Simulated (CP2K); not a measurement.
# CH3ClF2Si (SMILES C[Si](F)(F)Cl) at PBE0/TZV2P-MOLOPT-PBE0-GTH (core potential)

Aim: the energy change on altering one bond length of CH3ClF2Si at PBE0/TZV2P-MOLOPT-PBE0-GTH (core potential), from 2 runs. 

Program for the calculation: CP2K 2026.2.

### Step 1. Starting point

CH3ClF2Si has 8 atoms, charge 0, and is taken as a singlet. As SMILES, `C[Si](F)(F)Cl`. The shape is that of a PBE0-D4/def2-TZVP optimisation.

Bond lengths: C1–Si2 1.832 Å, Si2–F3 1.582 Å, Si2–F4 1.582 Å, Si2–Cl5 2.029 Å, C1–H6 1.092 Å, C1–H7 1.092 Å, C1–H8 1.091 Å. Some angles: C1–Si2–F3 111.0°, C1–Si2–F4 111.0°, C1–Si2–Cl5 112.6°, F3–Si2–F4 106.6°, F3–Si2–Cl5 107.7°, F4–Si2–Cl5 107.8°, Si2–C1–H6 110.1°, Si2–C1–H7 110.4°, Si2–C1–H8 110.4°, H6–C1–H7 108.6°.

### Step 2. A single-point energy at PBE0/TZV2P-MOLOPT-PBE0-GTH (core potential)

Input file molecule.xyz:

```xyz
8

C     -0.808500    -0.299000     0.512200
Si     0.690600     0.151400    -0.439200
F      1.987000    -0.472300     0.219100
F      0.616200    -0.415600    -1.914200
Cl     0.963100     2.158500    -0.560900
H     -0.917100    -1.385400     0.549800
H     -0.740200     0.080400     1.533400
H     -1.698800     0.124800     0.044100
```

Input file job.inp:

```
&global
  project job
  run_type ENERGY
  print_level MEDIUM
&end
&force_eval
  method Quickstep
  &dft
    basis_set_file_name BASIS_MOLOPT_UZH
    basis_set_file_name BASIS_ADMM_UZH
    potential_file_name POTENTIAL_UZH
    &qs
      method GPW
      eps_default 1.0E-10
    &end
    &mgrid
      cutoff 400
      rel_cutoff 50
      ngrids 4
    &end
    &poisson
      periodic NONE
      poisson_solver MULTIPOLE
    &end
    &scf
      scf_guess ATOMIC
      eps_scf 1.0E-06
      max_scf 30
      &ot
        minimizer DIIS
        preconditioner FULL_ALL
      &end
      &outer_scf
        eps_scf 1.0E-06
        max_scf 5
      &end
    &end
    &xc
      &xc_functional
        &pbe
          scale_x 0.75
          scale_c 1.0
        &end
      &end
      &hf
        fraction 0.25
        &screening
          eps_schwarz 1.0E-09
        &end
        &memory
          max_memory 1050
        &end
      &end
    &end
    &auxiliary_density_matrix_method
      admm_type ADMMS
      exch_correction_func PBEX
    &end
    &print
      &moments
        periodic F
        reference COM
        max_moment 1
      &end
      &mo_cubes
        nlumo 3
        nhomo -1
        write_cube F
      &end
      &hirshfeld OFF
      &end
    &end
  &end
  &subsys
    &cell
      abc 10.7 10.5 10.4
      periodic NONE
    &end
    &topology
      coord_file_name molecule.xyz
      coord_file_format XYZ
      &center_coordinates
      &end
    &end
    &kind C
      basis_set ORB TZV2P-MOLOPT-PBE0-GTH-q4
      basis_set AUX_FIT admm-tzp-q4
      potential GTH-PBE0-q4
    &end
    &kind Si
      basis_set ORB TZV2P-MOLOPT-PBE0-GTH-q4
      basis_set AUX_FIT admm-tzp-q4
      potential GTH-PBE0-q4
    &end
    &kind F
      basis_set ORB TZV2P-MOLOPT-PBE0-GTH-q7
      basis_set AUX_FIT admm-tzp-q7
      potential GTH-PBE0-q7
    &end
    &kind Cl
      basis_set ORB TZV2P-MOLOPT-PBE0-GTH-q7
      basis_set AUX_FIT admm-tzp-q7
      potential GTH-PBE0-q7
    &end
    &kind H
      basis_set ORB TZV2P-MOLOPT-PBE0-GTH-q1
      basis_set AUX_FIT admm-tzp-q1
      potential GTH-PBE0-q1
    &end
  &end
&end
```

Run with:

```sh
$ OMP_NUM_THREADS=1 cp2k.psmp job.inp > job.out
```

The program printed:

```text
CP2K| version string:                                       CP2K version 2026.2
[...]
 GLOBAL| Method name                                                        CP2K
[...]
 GLOBAL| Run type                                                         ENERGY
[...]
 DFT| Spin restricted Kohn-Sham (RKS) calculation                            RKS
 DFT| Multiplicity                                                             1
[...]
 DFT| Charge                                                                   0
[...]
 FUNCTIONAL| PBE:
 QS| Method:                                                                 GPW
[...]
 QS| Density cutoff [a.u.]:                                                200.0
[...]
 QS| Relative density cutoff [a.u.]:                                        25.0
[...]
                             - Atoms:                                          8
[...]
                             - Spherical basis functions:                    187
[...]
 Number of electrons:                                                         32
[...]
     1 OT DIIS     0.15E+00   16.0     0.09099428       -72.2074294691 -7.22E+01
[...]
    25 OT DIIS     0.15E+00   11.4     0.00000079       -75.0074241987 -5.57E-10
  *** SCF run converged in    25 steps ***
[...]
  Overlap energy of the core charge distribution:               0.00000104073218
  Self energy of the core charge distribution:               -192.26965386488399
  Core Hamiltonian energy:                                     52.13905458039294
  Hartree energy:                                              81.48811874822024
  Exchange-correlation energy:                                -12.58278369705959
  Hartree-Fock Exchange energy:                                -3.78216100612720
  Total energy:                                               -75.00742419872540
[...]
                     Mulliken Population Analysis
 #  Atom  Element  Kind  Atomic population                           Net charge
       1     C        1          4.301223                             -0.301223
       2     Si       2          2.958506                              1.041494
       3     F        3          7.351073                             -0.351073
       4     F        3          7.350974                             -0.350974
       5     Cl       4          7.287486                             -0.287486
       6     H        5          0.917106                              0.082894
       7     H        5          0.916832                              0.083168
       8     H        5          0.916800                              0.083200
 # Total charge                             32.000000                  0.000000
[...]
  Dipole moment [Debye]
    X= -0.1946204E+01 Y= -0.3385644E+00 Z=  0.1242272E+01  Total=      2.3335755
[...]
 HOMO - LUMO gap [eV] :   10.138324
 ENERGY| Total FORCE_EVAL ( QS ) energy [hartree]            -75.007424198725403
[...]
```

It took 4.7 min on 1 thread of Intel Xeon at 2.50GHz (Skylake/Cascade Lake), shared host; peak memory 1.1 GiB.

### Step 3. The distorted shape at the same level

Input file molecule.xyz:

```xyz
8

C     -0.828990    -0.412819     0.205841
Si     0.670110     0.037581    -0.745559
F      1.966510    -0.586119    -0.087259
F      0.595710    -0.529419    -2.220559
Cl     0.942610     2.044681    -0.867259
H     -0.937590    -1.499219     0.243441
H     -0.740200     0.080400     1.533400
H     -1.719290     0.010981    -0.262259
```

Input file gas.inp:

```
&global
   project_name gas
   run_type ENERGY
   print_level MEDIUM
&end

&force_eval
   method QUICKSTEP
   &dft
      basis_set_file_name BASIS_MOLOPT_UZH
      basis_set_file_name BASIS_ADMM_UZH
      potential_file_name POTENTIAL_UZH
      &qs
         method GPW
         eps_default 1.0E-10
      &end
      &mgrid
         cutoff 400
         rel_cutoff 50
         ngrids 4
      &end
      &poisson
         periodic NONE
         poisson_solver MULTIPOLE
      &end
      &scf
         scf_guess ATOMIC
         eps_scf 1.0E-06
         max_scf 100
         added_mos 10
         &diagonalization
            algorithm STANDARD
         &end
         &mixing
            method DIRECT_P_MIXING
            alpha 0.4
         &end
      &end
      &xc
         &xc_functional
            &pbe
               scale_x 0.75
               scale_c 1.0
            &end
         &end
         &hf
            fraction 0.25
            &screening
               eps_schwarz 1.0E-09
            &end
            &memory
               max_memory 1050
            &end
         &end
      &end
      &auxiliary_density_matrix_method
         admm_type ADMMS
         exch_correction_func PBEX
      &end
      &print
         &moments
            periodic F
            reference COM
            max_moment 1
         &end
         &mo ON
            energies T
            occupation_numbers T
            ndigits 6
            &each
               qs_scf 0
            &end
            add_last NUMERIC
         &end
         &hirshfeld OFF
         &end
      &end
   &end
   &subsys
      &cell
         abc 10.7 10.5 10.8
         periodic NONE
      &end
      &topology
         coord_file_name molecule.xyz
         coord_file_format XYZ
         &center_coordinates
         &end
      &end
      &kind C
         basis_set ORB TZV2P-MOLOPT-PBE0-GTH-q4
         basis_set AUX_FIT admm-tzp-q4
         potential GTH-PBE0-q4
      &end
      &kind Si
         basis_set ORB TZV2P-MOLOPT-PBE0-GTH-q4
         basis_set AUX_FIT admm-tzp-q4
         potential GTH-PBE0-q4
      &end
      &kind F
         basis_set ORB TZV2P-MOLOPT-PBE0-GTH-q7
         basis_set AUX_FIT admm-tzp-q7
         potential GTH-PBE0-q7
      &end
      &kind Cl
         basis_set ORB TZV2P-MOLOPT-PBE0-GTH-q7
         basis_set AUX_FIT admm-tzp-q7
         potential GTH-PBE0-q7
      &end
      &kind H
         basis_set ORB TZV2P-MOLOPT-PBE0-GTH-q1
         basis_set AUX_FIT admm-tzp-q1
         potential GTH-PBE0-q1
      &end
   &end
&end
```

Run with:

```sh
$ OMP_NUM_THREADS=1 cp2k.psmp -i gas.inp -o gas.out
```

The program printed:

```text
CP2K| version string:                                       CP2K version 2026.2
[...]
 GLOBAL| Method name                                                        CP2K
[...]
 GLOBAL| Run type                                                         ENERGY
[...]
 DFT| Spin restricted Kohn-Sham (RKS) calculation                            RKS
 DFT| Multiplicity                                                             1
[...]
 DFT| Charge                                                                   0
[...]
 FUNCTIONAL| PBE:
 QS| Method:                                                                 GPW
[...]
 QS| Density cutoff [a.u.]:                                                200.0
[...]
 QS| Relative density cutoff [a.u.]:                                        25.0
[...]
                             - Atoms:                                          8
[...]
                             - Spherical basis functions:                    187
[...]
 Number of electrons:                                                         32
[...]
     1 P_Mix/Diag. 0.40E+00   19.6     2.57330540       -72.0337353773 -7.20E+01
[...]
    15 DIIS/Diag.  0.18E-05   12.2     0.00000074       -74.9690536308 -8.81E-12
  *** SCF run converged in    15 steps ***
[...]
  Overlap energy of the core charge distribution:               0.00000070140442
  Self energy of the core charge distribution:               -192.26965386488399
  Core Hamiltonian energy:                                     51.89653267197824
  Hartree energy:                                              81.67591816712338
  Exchange-correlation energy:                                -12.51473896552256
  Hartree-Fock Exchange energy:                                -3.75711234088916
  Total energy:                                               -74.96905363078969
[...]
                     Mulliken Population Analysis
 #  Atom  Element  Kind  Atomic population                           Net charge
       1     C        1          4.338636                             -0.338636
       2     Si       2          2.965883                              1.034117
       3     F        3          7.350382                             -0.350382
       4     F        3          7.347853                             -0.347853
       5     Cl       4          7.286988                             -0.286988
       6     H        5          0.907235                              0.092765
       7     H        5          0.896130                              0.103870
       8     H        5          0.906892                              0.093108
 # Total charge                             32.000000                 -0.000000
[...]
  Dipole moment [Debye]
    X= -0.1961671E+01 Y= -0.3737410E+00 Z=  0.1168712E+01  Total=      2.3138115
 ENERGY| Total FORCE_EVAL ( QS ) energy [hartree]            -74.969053630789688
[...]
```

It took 3.2 min on 1 thread of Intel Xeon at 2.50GHz (Skylake/Cascade Lake), shared host; peak memory 1.2 GiB.

### Step 4. What came out

At PBE0/TZV2P-MOLOPT-PBE0-GTH (core potential):

| quantity | value |
| --- | --- |
| first shape: total energy | -75.00742 Eh |
| first shape: dipole moment | 2.33 D |
| first shape: HOMO energy | -9.69 eV |
| first shape: LUMO energy | 0.45 eV |
| first shape: HOMO–LUMO gap | 10.14 eV |
| distorted shape: total energy | -74.96905 Eh |
| distorted shape: dipole moment | 2.31 D |
| distorted shape: HOMO energy | -9.70 eV |
| distorted shape: LUMO energy | 0.01 eV |
| distorted shape: HOMO–LUMO gap | 9.71 eV |
| energy change with the C1–H7 bond stretched from 1.092 to 1.419 Å | 1.044 eV |

**Reading.** With the C1–H7 bond stretched from 1.092 to 1.419 Å the energy rises by 1.04 eV (101 kJ/mol).
